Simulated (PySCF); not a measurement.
# ZrN₂: singlet, from a linear start

Aim: relax ZrN₂ as a singlet from a linear start, check by its vibrations whether the end is a minimum, and collect its spectrum and constants.

The runs use PySCF 2.14.0; PBE0, basis Zr def2-TZVP with ECP28, N def2-TZVP, scalar-relativistic core potentials, no spin–orbit coupling, density fitting.

### Step 1. The starting structure

3 atoms, charge 0, spin multiplicity 1.

Bond lengths: Zr1–N2 1.870 Å, Zr1–N3 1.870 Å. Angles: N2–Zr1–N3 180.0°.

Coordinates in bohr (charge 0 multiplicity 1):
```
Zr    0.0000    0.0000    0.0000
N     0.0000    0.0000    3.5338
N     0.0000    0.0000   -3.5338
```

### Step 2. First SCF at the start

One driver script runs all steps and calls PySCF; scf.py shows how it sets up the SCF of each step. The optimiser is the driver's own. After this first run the driver tries any further starts and a stability analysis.

Input file scf.py:

```python
from pyscf import gto, scf, dft
mol = gto.M(atom='''
Zr     0.000000     0.000000     0.000000
N      0.000000     0.000000     1.870000
N      0.000000     0.000000    -1.870000''',
    basis={'Zr': 'def2-TZVP', 'N': 'def2-TZVP'},
    ecp={'Zr': 'def2-TZVP'},
    charge=0, spin=0)
mf = dft.RKS(mol, xc='PBE0')
mf.grids.atom_grid = (50, 194)
aux = {'Zr': 'def2-universal-JKFIT', 'N': 'def2-universal-JKFIT'}
mf = mf.density_fit(auxbasis=aux)
mf.conv_tol = 1e-08
mf.diis_space = 10
mf.max_cycle = 60
mf.init_guess = 'minao'
mf.verbose = 4
mf.kernel()
```

Run with:

```bash
OMP_NUM_THREADS=2 python axn.py task.json out
```

Output:

```text
init E= -150.71087336855
  HOMO = -0.475194835597935  LUMO = -0.448815099601603  gap/eV = 0.71783
cycle= 1 E= -155.898126345691  delta_E= -5.19  |g|= 1.13  |ddm|= 4.82
  HOMO = -0.193255585510072  LUMO = -0.0422475873195562  gap/eV = 4.10914
cycle= 2 E= -155.5881313403  delta_E= 0.31  |g|= 1.52  |ddm|= 1.97
  HOMO = -0.181536817248915  LUMO = -0.102828814794342  gap/eV = 2.14175
cycle= 3 E= -156.167496179594  delta_E= -0.579  |g|= 0.517  |ddm|= 1.26
  HOMO = -0.248800452153889  LUMO = -0.130684636689625  gap/eV = 3.21410
cycle= 4 E= -156.23189291029  delta_E= -0.0644  |g|= 0.0811  |ddm|= 0.369
  HOMO = -0.241405298173272  LUMO = -0.121978282079955  gap/eV = 3.24977
cycle= 5 E= -156.233394965468  delta_E= -0.0015  |g|= 0.0134  |ddm|= 0.051
  HOMO = -0.241330154737388  LUMO = -0.121301016753479  gap/eV = 3.26616
cycle= 6 E= -156.233430309096  delta_E= -3.53e-05  |g|= 0.0033  |ddm|= 0.00991
  HOMO = -0.241200131645812  LUMO = -0.121134096301558  gap/eV = 3.26716
cycle= 7 E= -156.233433034233  delta_E= -2.73e-06  |g|= 0.000225  |ddm|= 0.0023
  HOMO = -0.241216155532521  LUMO = -0.121157085127823  gap/eV = 3.26697
cycle= 8 E= -156.233433052508  delta_E= -1.83e-08  |g|= 3.37e-05  |ddm|= 0.000363
  HOMO = -0.241217575441944  LUMO = -0.121161121748926  gap/eV = 3.26690
cycle= 9 E= -156.233433053356  delta_E= -8.48e-10  |g|= 3.28e-06  |ddm|= 9.4e-05
  HOMO = -0.241217066856126  LUMO = -0.121160973276272  gap/eV = 3.26689
Extra cycle  E= -156.233433053379  delta_E= -2.32e-11  |g|= 2e-06  |ddm|= 1.48e-05
converged SCF energy = -156.233433053379
```

This step, with its further starts and checks, needed 7.6 s of wall time on 2 threads of Arm Neoverse V2, shared host.

Energies from each starting density:

| start | energy (Eh) |
| --- | --- |
| the minimal-basis guess | -156.233433 |
| a thermally smeared density | -156.233433 |
| a smeared PBE density | -156.233433 |

No lower closed-shell solution turned up from the other starts or in the test of internal stability.

### Step 3. Relaxation: linear start, singlet

The program finds D∞h symmetry in the start, which this walk keeps.

Changes to scf.py since step 2:

```diff
@@ -16 +15,0 @@
-mf.init_guess = 'minao'
```

Energy and gradient, step by step:

```csv
step,energy (Eh),change (kJ/mol),largest symmetric gradient (Eh/bohr)
0,-156.233433,0.00,0.07037
1,-156.249910,-43.26,0.01822
2,-156.250769,-45.52,0.00485
3,-156.250829,-45.67,0.00024
4,-156.250830,-45.67,0.00000
```

The walk took 7.6 s.

Positions (Å) and forces (eV/Å) along the way:

```
step 0
Zr   0.000   0.000   0.000   0.000   0.000   0.000
N    0.000   0.000   1.870   0.000   0.000  -3.619
N    0.000   0.000  -1.870   0.000   0.000   3.619
step 1
Zr   0.000   0.000   0.000   0.000   0.000   0.000
N    0.000   0.000   1.775   0.000   0.000  -0.937
N    0.000   0.000  -1.775   0.000   0.000   0.937
step 2
Zr   0.000   0.000   0.000   0.000   0.000   0.000
N    0.000   0.000   1.742   0.000   0.000   0.250
N    0.000   0.000  -1.742   0.000   0.000  -0.250
step 3
Zr   0.000   0.000   0.000   0.000   0.000   0.000
N    0.000   0.000   1.749   0.000   0.000  -0.012
N    0.000   0.000  -1.749   0.000   0.000   0.013
step 4
Zr   0.000   0.000   0.000   0.000   0.000   0.003
N    0.000   0.000   1.749   0.000   0.000  -0.001
N    0.000   0.000  -1.749   0.000   0.000  -0.001
```

After 4 steps and 45.7 kJ/mol it ends at D∞h: Zr–N 1.749 Å (×2); N–Zr–N 180.0°.

### Step 4. Frequencies

On the finer grid the gradient is checked again; gradients at displacements of ±0.02 bohr then give force constants and infrared intensities.

Changes to scf.py since step 3:

```diff
@@ -4,2 +4,2 @@
-N      0.000000     0.000000     1.870000
-N      0.000000     0.000000    -1.870000''',
+N     -0.000000     0.000000     1.748833
+N      0.000000     0.000000    -1.748833''',
@@ -10 +10 @@
-mf.grids.atom_grid = (50, 194)
+mf.grids.atom_grid = (75, 302)
@@ -13 +13 @@
-mf.conv_tol = 1e-08
+mf.conv_tol = 1e-10
```

The driver hands on the density of the step before, so the log starts near convergence.

SCF at the final geometry:

```text
init E= -156.250860587141
  HOMO = -0.244970221612439  LUMO = -0.104438794661075  gap/eV = 3.82405
cycle= 1 E= -156.25086058714  delta_E= 1.14e-13  |g|= 1.45e-06  |ddm|= 2.41e-06
  HOMO = -0.244970538622058  LUMO = -0.104439086110358  gap/eV = 3.82406
Extra cycle  E= -156.25086058714  delta_E= 1.99e-13  |g|= 2.11e-06  |ddm|= 2.57e-06
converged SCF energy = -156.25086058714
```

The whole step took 15 s.

Geometry: D∞h; Zr–N 1.749 Å (×2); N–Zr–N 180.0°.

Modes, for the most abundant isotopes:

| symmetry | ω (cm⁻¹) | IR (km/mol) | type |
| --- | --- | --- | --- |
| πu | 220i | 383 | bend |
| σg+ | 854 | 0.0 | stretch |
| σu+ | 909 | 146 | stretch |

With 2 modes imaginary (up to 220i cm⁻¹) this point is a saddle.

Properties at this point:

```
Dipole moment                                                   : 0.00 D
Highest occupied level                                          : -6.67 eV
Lowest empty level                                              : -2.84 eV
Rotational constants                                            : 0.1968 cm⁻¹
Zero-point energy (real modes)                                  : 10.5 kJ/mol
Principal polarisabilities                                      : 44.5, 44.5, 83.8 bohr³
Atomisation energy without zero-point energy                    : 738 kJ/mol
Principal traceless quadrupole moments about the centre of mass : -19.00, 9.50, 9.50 D Å
```

Charges (e) and bond orders:

```
atom  Mulliken  Löwdin  polar tensor  Mayer order to Zr1
 Zr1      1.24    0.74          1.96                   –
N2,3     -0.62   -0.37         -0.98                2.04
```

Mulliken populations on Zr1 (outside its core potential): s 2.10, p 6.21, d 2.31, f 0.13.

### Step 5. Leaving the saddle point

The start is the last point, displaced along its most imaginary mode.

The program finds C2v symmetry in the start, which this walk keeps. The walk stops when the largest gradient is under 0.0003 Eh/bohr and the energy has settled too.

Changes to scf.py since step 4:

```diff
@@ -3,3 +3,3 @@
-Zr     0.000000     0.000000     0.000000
-N     -0.000000     0.000000     1.748833
-N      0.000000     0.000000    -1.748833''',
+Zr    -0.023270     0.029255     0.000000
+N      0.074700    -0.093915     1.748833
+N      0.074700    -0.093915    -1.748833''',
@@ -10 +10 @@
-mf.grids.atom_grid = (75, 302)
+mf.grids.atom_grid = (50, 194)
@@ -13 +13 @@
-mf.conv_tol = 1e-10
+mf.conv_tol = 1e-08
```

The optimiser's trace:

```
step  energy (Eh)  change (kJ/mol)  largest symmetric gradient (Eh/bohr)
   0  -156.252378             0.00                               0.00717
   1  -156.253548            -3.07                               0.00912
   2  -156.255014            -6.92                               0.00963
   3  -156.256597           -11.08                               0.00890
   4  -156.259333           -18.26                               0.02806
   5  -156.261254           -23.30                               0.00489
   6  -156.261718           -24.52                               0.00341
   7  -156.262012           -25.29                               0.00182
   8  -156.262040           -25.37                               0.00029
   9  -156.262043           -25.37                               0.00009
  10  -156.262043           -25.38                               0.00000
```

The walk took 19 s.

Geometry (Å) and forces (eV/Å) at some steps:

```
step 0
Zr  -0.023   0.029   0.000  -0.295   0.367   0.000
N    0.075  -0.094   1.749   0.148  -0.183  -0.260
N    0.075  -0.094  -1.749   0.148  -0.183   0.260
step 1
Zr  -0.045   0.057   0.000  -0.377   0.466   0.000
N    0.086  -0.108   1.738   0.189  -0.233  -0.062
N    0.086  -0.108  -1.738   0.189  -0.233   0.062
step 5
Zr  -0.210   0.265   0.000  -0.068   0.087   0.000
N    0.168  -0.212   1.663   0.034  -0.043  -0.251
N    0.168  -0.212  -1.663   0.034  -0.043   0.251
step 10
Zr  -0.278   0.349   0.000  -0.002  -0.001   0.000
N    0.202  -0.254   1.600   0.001   0.001   0.000
N    0.202  -0.254  -1.600   0.001   0.001   0.000
```

It settles in C2v symmetry, 25.4 kJ/mol below the start, after 10 steps: Zr–N 1.776 Å (×2); N–Zr–N 128.6°.

### Step 6. Hessian and properties

As before: finer grid, then central differences.

Changes to scf.py since step 5:

```diff
@@ -3,3 +3,3 @@
-Zr    -0.023270     0.029255     0.000000
-N      0.074700    -0.093915     1.748833
-N      0.074700    -0.093915    -1.748833''',
+Zr    -0.113894     0.143191     0.000000
+N      0.365620    -0.459670     1.600023
+N      0.365620    -0.459670    -1.600023''',
@@ -10 +10 @@
-mf.grids.atom_grid = (50, 194)
+mf.grids.atom_grid = (75, 302)
@@ -13 +13 @@
-mf.conv_tol = 1e-08
+mf.conv_tol = 1e-10
```

Log of the central SCF (cycles and frontier levels):

```text
init E= -156.262018814225
  HOMO = -0.240382377975588  LUMO = -0.133489508945297  gap/eV = 2.90870
cycle= 1 E= -156.262018813941  delta_E= 2.84e-10  |g|= 3.7e-05  |ddm|= 2.65e-05
  HOMO = -0.240377986990658  LUMO = -0.133483930035842  gap/eV = 2.90874
cycle= 2 E= -156.262018811566  delta_E= 2.38e-09  |g|= 0.000107  |ddm|= 7.62e-05
  HOMO = -0.240381320234686  LUMO = -0.133488150836984  gap/eV = 2.90871
cycle= 3 E= -156.262018814264  delta_E= -2.7e-09  |g|= 1.21e-06  |ddm|= 5.66e-05
  HOMO = -0.240381308582836  LUMO = -0.133488138422647  gap/eV = 2.90871
cycle= 4 E= -156.262018814264  delta_E= -2.84e-13  |g|= 5.06e-07  |ddm|= 7.96e-07
  HOMO = -0.240381278352006  LUMO = -0.133488106566084  gap/eV = 2.90871
Extra cycle  E= -156.262018814262  delta_E= 2.33e-12  |g|= 2.66e-06  |ddm|= 1.53e-06
converged SCF energy = -156.262018814262
```

The whole step needed 22 s of wall time on 2 threads of Arm Neoverse V2, shared host.

Geometry: C2v; Zr–N 1.776 Å (×2); N–Zr–N 128.6°.

Modes, for the most abundant isotopes:

| symmetry | ω (cm⁻¹) | IR (km/mol) | μ (u) |
| --- | --- | --- | --- |
| a1 | 97 | 29.8 | 16.80 |
| b2 | 769 | 44.7 | 16.88 |
| a1 | 855 | 23.3 | 14.50 |

No imaginary mode, so this is a minimum.

Properties at this point:

* Dipole moment: 5.34 D
* Highest occupied level: -6.54 eV
* Lowest empty level: -3.63 eV
* Rotational constants: 1.33, 0.2351, 0.1998 cm⁻¹
* Zero-point energy: 10.3 kJ/mol
* Principal polarisabilities: 32.4, 32.8, 81.6 bohr³
* Atomisation energy without zero-point energy: 768 kJ/mol
* Principal traceless quadrupole moments about the centre of mass: -17.31, 8.47, 8.83 D Å
* Entropy at 298.15 K and 1 bar: 274.3 J/(mol K)
* Heat capacity Cp at 298.15 K: 46.7 J/(mol K)
* Enthalpy at 298.15 K above 0 K: 12.26 kJ/mol
* Rotational symmetry number: 2

Charges (e) and bond orders:

| atom | Mulliken | Löwdin | polar tensor | Mayer order to Zr1 |
| --- | --- | --- | --- | --- |
| Zr1 | 1.08 | 0.55 | 1.20 | – |
| N2,3 | -0.54 | -0.28 | -0.60 | 2.14 |

Mulliken populations on Zr1 (outside its core potential): s 2.06, p 6.08, d 2.71, f 0.07.

### Step 7. Would spin polarisation lower it?

At the lowest minimum the closed shell is tested against spin polarisation, on the (50, 194) grid. It is unstable: an open-shell solution lies lower. That solution was not followed to a minimum here.

### Step 8. All stationary points

| spin | group | bonds | imaginary modes (cm⁻¹) | ΔE (kJ/mol) | with zero-point energy |
| --- | --- | --- | --- | --- | --- |
| singlet | C2v | Zr–N 1.776 Å (×2) | none | 0.0 | 0.0 |
| singlet | D∞h | Zr–N 1.749 Å (×2) | 220i, 220i | 29.3 | – |

### Step 9. What came out

| quantity | value |
| --- | --- |
| minimum | singlet, C2v (closed shell, unstable towards spin polarisation) |
| geometry | Zr–N 1.776 Å (×2); N–Zr–N 128.6° |
| wavenumbers (cm⁻¹) | 97 (a1), 769 (b2), 855 (a1) |
| dipole moment | 5.34 D |
| highest occupied, lowest empty level | -6.54, -3.63 eV |
| polar-tensor charge of Zr1 | +1.20 e |
| zero-point energy | 10.3 kJ/mol |

From D∞h at the start the molecule goes to a C2v minimum, after a stop at a second-order saddle point 29.3 kJ/mol higher, from which it was pushed off along an imaginary mode. The strongest infrared band lies at 769 cm⁻¹ (b2, stretch). With 5.3 D the molecule is strongly polar. Other starts or spin states, not run here, may lie lower. The closed shell proved unstable towards spin polarisation, so a lower open-shell solution exists.

The search up to here took 77 s.
